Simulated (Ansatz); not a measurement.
# BiAu (zincblende): a single-point run

The task is a single-point run on BiAu (zincblende). The structure is shown as the input types it.

Program: Ansatz 0.2.0. Level of theory: DFT r2SCAN, scalar-relativistic, plane waves, PAW. These are calculated values, not measurements.

2 further runs of the same task are left out: 1 that didn't finish, 1 set aside as unsound or not needed. Runs told in other sessions of the task aren't counted.

**1. The structure to begin with**

The structure is cubic, space group F-43m (No. 216). The conventional cell has a = 6.372 Å, b = 6.372 Å, c = 6.372 Å, α = 90.00°, β = 90.00°, γ = 90.00°. Au (site symmetry -43m) has 4 Bi at 2.76 Å in its first shell of neighbours. Around Bi (site symmetry -43m) lie 4 Au at 2.76 Å.

Coordinates:

```cif
data_structure
_symmetry_space_group_name_H-M 'F-43m'
_symmetry_Int_Tables_number 216
_cell_length_a 6.3722
_cell_length_b 6.3722
_cell_length_c 6.3722
_cell_angle_alpha 90.000
_cell_angle_beta 90.000
_cell_angle_gamma 90.000
_cell_volume 258.74
loop_
_atom_site_label
_atom_site_type_symbol
_atom_site_symmetry_multiplicity
_atom_site_Wyckoff_symbol
_atom_site_fract_x
_atom_site_fract_y
_atom_site_fract_z
_atom_site_occupancy
Au1 Au 4 a 0.00000 0.00000 0.00000 1
Bi1 Bi 4 d 0.25000 0.25000 0.75000 1
```

**2. Running it**

input.yaml reads:

```yaml
crystal:
  lattice:
    - [0.0, 3.1860790586, 3.1860790586]
    - [3.1860790586, 0.0, 3.1860790586]
    - [3.1860790586, 3.1860790586, 0.0]
  atoms:
    - { symbol: Au, position: [0.0, 0.0, 0.0] }
    - { symbol: Bi, position: [0.25, 0.25, 0.25] }
basis:
  ecutwfc: 500
  ecutrho_ratio: 4
kpoints:
  mp_grid: { grid: [10, 10, 10] }
hamiltonian:
  xc: r2scan
scf:
  occupations: { method: gaussian, width: 0.05 }
  convergence: { dr2_threshold: 1.0e-20 }
  max_iter: 60
output:
  forces: true
  stress: true
```

Started as:

```sh
$ ansatz run input.yaml --threads 2 --pin off --max-ram 2662MiB --backend cpu --events-out ev --progress --plain --runs-dir out
```

Q: Will this input give a usable result? If not, why, and what should change?

This run ends as converged. Convergence says nothing about whether the input makes sense.

Look at the input: scf.convergence.dr2_threshold is 1.0e-20. The risk: threshold needlessly tight. Once met, so tight a threshold does no harm; it costs cycles.

The test: delete scf.convergence.dr2_threshold (the default then holds).
